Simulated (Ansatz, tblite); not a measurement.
**Cis-[TiF2(H2O)4]+ (F₂H₈O₄Ti+): rung by rung**

How do method and basis change the picture of cis-[TiF2(H2O)4]+ (F₂H₈O₄Ti+) (doublet)?

The runs use Ansatz 0.2.0, Gaussian basis; as each input shows.

Levels to be run: GFN1-xTB, GFN2-xTB, PBE-D4/def2-TZVP, r2SCAN-D4/def2-TZVP, B2PLYP/def2-TZVP, LDA/def2-TZVP, LC-ωPBE/def2-TZVP, PBE-D4/def2-SVP, PBE0-D4/def2-SVP, HF/STO-3G, MP2/def2-TZVP, RPA/def2-TZVP.

2 further runs of the same task are left out: 2 set aside as unsound or not needed. Runs told in other sessions of the task aren't counted.

**1. The structure**

The doublet was relaxed beforehand with B3LYP-D4/def2-SVP.

15 atoms, charge 1, spin multiplicity 2.

Bond lengths: F1–Ti7 1.788 Å, F2–Ti7 1.786 Å, O3–Ti7 2.233 Å, O3–H8 0.969 Å, O3–H9 0.970 Å, O4–Ti7 2.237 Å, O4–H10 0.970 Å, O4–H11 0.971 Å, O5–Ti7 2.191 Å, O5–H12 0.971 Å, O5–H13 0.972 Å, O6–Ti7 2.191 Å, O6–H14 0.971 Å, O6–H15 0.972 Å. Angles: Ti7–O3–H8 120.5°, Ti7–O3–H9 113.5°, H8–O3–H9 106.9°, Ti7–O4–H10 119.6°, Ti7–O4–H11 112.8°, H10–O4–H11 106.6°, Ti7–O5–H12 116.5°, Ti7–O5–H13 112.3°, H12–O5–H13 106.0°, Ti7–O6–H14 115.3°, Ti7–O6–H15 112.8°, H14–O6–H15 105.9°, F1–Ti7–F2 123.7°, F1–Ti7–O3 154.6°, F1–Ti7–O4 81.8°, F1–Ti7–O5 88.1°, F1–Ti7–O6 89.4°, F2–Ti7–O3 81.7° and more.

No spin-orbit coupling is included. The ion is computed in the gas phase, without counter-ions or solvent.

PBE0-D4/def2-TZVP was run before; its log isn't repeated, and its numbers join the tables.

**2. GFN1-xTB**

Tight binding, by tblite at 300 K electronic temperature and without a spin-polarisation term:

```python
tblite.interface.Calculator('GFN1-xTB', numbers, positions, charge=1, uhf=1).singlepoint()
```

Energy -935.2760 eV; 0.01 s.

**3. GFN2-xTB**

Tight binding, by tblite at 300 K electronic temperature and without a spin-polarisation term:

```python
tblite.interface.Calculator('GFN2-xTB', numbers, positions, charge=1, uhf=1).singlepoint()
```

Energy -850.4925 eV; 0.005 s.

**4. PBE-D4/def2-TZVP**

start.molden holds the orbitals of an earlier run on this state, given as this run's starting guess.

File in.yaml:

```yaml
crystal:
  periodic: [false, false, false]
  atoms:
    - {symbol: F, position_ang: [-0.137820, 0.018185, 2.074478]}
    - {symbol: F, position_ang: [2.079540, -0.011999, -0.162925]}
    - {symbol: O, position_ang: [0.033071, -0.119987, -1.842238]}
    - {symbol: O, position_ang: [-1.837863, 0.105816, 0.034483]}
    - {symbol: O, position_ang: [0.389853, 2.189907, 0.419655]}
    - {symbol: O, position_ang: [0.437656, -2.188795, 0.427541]}
    - {symbol: Ti, position_ang: [0.372326, -0.000186, 0.361212]}
    - {symbol: H, position_ang: [-0.559996, -0.790915, -2.213700]}
    - {symbol: H, position_ang: [0.853527, -0.152096, -2.359474]}
    - {symbol: H, position_ang: [-2.207718, 0.819263, -0.508067]}
    - {symbol: H, position_ang: [-2.341238, 0.099394, 0.864406]}
    - {symbol: H, position_ang: [1.161830, 2.627868, 0.025735]}
    - {symbol: H, position_ang: [0.320005, 2.535349, 1.325305]}
    - {symbol: H, position_ang: [0.101827, -2.589859, 1.245930]}
    - {symbol: H, position_ang: [1.334978, -2.541964, 0.307640]}
basis:
  gaussian: {orbitals: def2-TZVP, initial_orbitals: start.molden}
total_charge: 1
magnetization: {spin_polarized: true, initial_magnetization: 1}
hamiltonian: {xc: pbe, dispersion: d4}
scf: {omitted_lower_state_checks: [starts]}
output: {forces: true, orbitals: {seedname: orbitals}}
```

On the command line:

```sh
> ansatz run in.yaml --threads 4 --pin off --events-out ev --progress --plain --max-ram 4787MiB
```

The runs that follow: r2SCAN-D4/def2-TZVP; B2PLYP/def2-TZVP; LDA/def2-TZVP; LC-ωPBE/def2-TZVP; PBE-D4/def2-SVP; PBE0-D4/def2-SVP; HF/STO-3G; MP2/def2-TZVP; RPA/def2-TZVP.

Q: Predict the results of all the runs planned. Wanted: gap in def2-TZVP, named functionals, smallest and largest; correlation energy, MP2/def2-TZVP; ⟨S²⟩ in def2-TZVP, named functionals, smallest and largest; PBE0 total energy, smallest basis above largest.

The runs gave:

| quantity | value |
| --- | --- |
| gap in def2-TZVP, named functionals, smallest and largest | 0.39 eV (LDA), 10.07 eV (LC-ωPBE) |
| correlation energy, MP2/def2-TZVP | -49.48 eV |
| ⟨S²⟩ in def2-TZVP, named functionals, smallest and largest | 0.752, 0.753 |
| PBE0 total energy, smallest basis above largest | 19.73 eV (def2-SVP, def2-TZVP) |

Orbital gaps of the named functionals in def2-TZVP span 0.39 eV (LDA) to 10.07 eV (LC-ωPBE); exact exchange widens it.
